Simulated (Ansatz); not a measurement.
**CH₈NSi₂ radical: how energies converge with the basis set**

One table from this session's results is given with a row withheld; the runs are named, their logs left out.

Computed with Ansatz 0.2.0, Gaussian basis. Level: one geometry, several basis sets.

Plan: PBE0-D4/def2-SVP; ωB97M-V/def2-SVP; PBE0-D4/def2-QZVPP; ωB97M-V/def2-QZVPP; the functionals' def2-TZVPP values are taken from earlier runs.

### The geometry

An earlier PBE0-D4 in a triple-zeta def2 set relaxation fixed the geometry.

SMILES `CN([SiH2])[SiH3]`, 12 atoms, charge 0, spin multiplicity 2.

Atoms are counted from 1 here; the program's logs count them from 0.

Bond lengths: C1–N2 1.460 Å, C1–H5 1.096 Å, C1–H6 1.093 Å, C1–H7 1.095 Å, N2–Si3 1.729 Å, N2–Si4 1.733 Å, Si3–H8 1.496 Å, Si3–H9 1.491 Å, Si4–H10 1.490 Å, Si4–H11 1.489 Å, Si4–H12 1.482 Å. Angles: N2–C1–H5 112.2°, N2–C1–H6 110.7°, N2–C1–H7 110.6°, H5–C1–H6 107.9°, H5–C1–H7 107.9°, H6–C1–H7 107.3°, C1–N2–Si3 118.6°, C1–N2–Si4 116.4°, Si3–N2–Si4 124.3°, N2–Si3–H8 107.8°, N2–Si3–H9 108.0°, H8–Si3–H9 110.9°, N2–Si4–H10 111.3°, N2–Si4–H11 109.5°, N2–Si4–H12 108.4°, H10–Si4–H11 107.4°, H10–Si4–H12 109.8°, H11–Si4–H12 110.5°.

The first run:

Input file in.yaml:

```yaml
crystal:
  periodic: [false, false, false]
  atoms:
    - {symbol: C, position_ang: [-0.523508, 1.339547, -0.223633]}
    - {symbol: N, position_ang: [-0.111169, -0.010123, 0.150861]}
    - {symbol: Si, position_ang: [-0.711208, -0.678672, 1.628478]}
    - {symbol: Si, position_ang: [0.758997, -0.910226, -1.047155]}
    - {symbol: H, position_ang: [-1.338591, 1.335124, -0.955859]}
    - {symbol: H, position_ang: [-0.862757, 1.896745, 0.653339]}
    - {symbol: H, position_ang: [0.316107, 1.893357, -0.656863]}
    - {symbol: H, position_ang: [-0.663762, 0.395424, 2.668913]}
    - {symbol: H, position_ang: [0.167015, -1.823020, 2.006059]}
    - {symbol: H, position_ang: [-0.035737, -1.053233, -2.299324]}
    - {symbol: H, position_ang: [2.014291, -0.189801, -1.397375]}
    - {symbol: H, position_ang: [1.067324, -2.250322, -0.493440]}
basis:
  gaussian: {orbitals: def2-SVP}
magnetization: {spin_polarized: true, initial_magnetization: 1}
hamiltonian: {xc: pbe0, dispersion: d4}
output: {orbitals: {seedname: orbitals}}
```

Steps of the session up to this table: PBE0-D4 in def2-SVP; ωB97M-V in def2-SVP; PBE0-D4 in def2-QZVPP; ωB97M-V in def2-QZVPP.

One table of the session follows, with a row left open; its other results are not shown here.

It belongs to the step «Density functionals: the series». 

| functional | basis | HOMO (eV) | LUMO (eV) |
| --- | --- | --- | --- |
| PBE0-D4 | def2-SVP | -5.32 | -1.81 |
| PBE0-D4 | def2-TZVPP | ? | ? |
| PBE0-D4 | def2-QZVPP | -5.44 | -1.95 |
| ωB97M-V | def2-SVP | -7.11 | -0.14 |
| ωB97M-V | def2-TZVPP | -7.22 | -0.33 |
| ωB97M-V | def2-QZVPP | -7.25 | -0.43 |

Q: Estimate the row for PBE0-D4, def2-TZVPP from the others.

**Answer.** HOMO (eV): -5.42; LUMO (eV): -1.90. In the column «HOMO (eV)» it lies between PBE0-D4, def2-QZVPP (-5.44) and PBE0-D4, def2-SVP (-5.32).
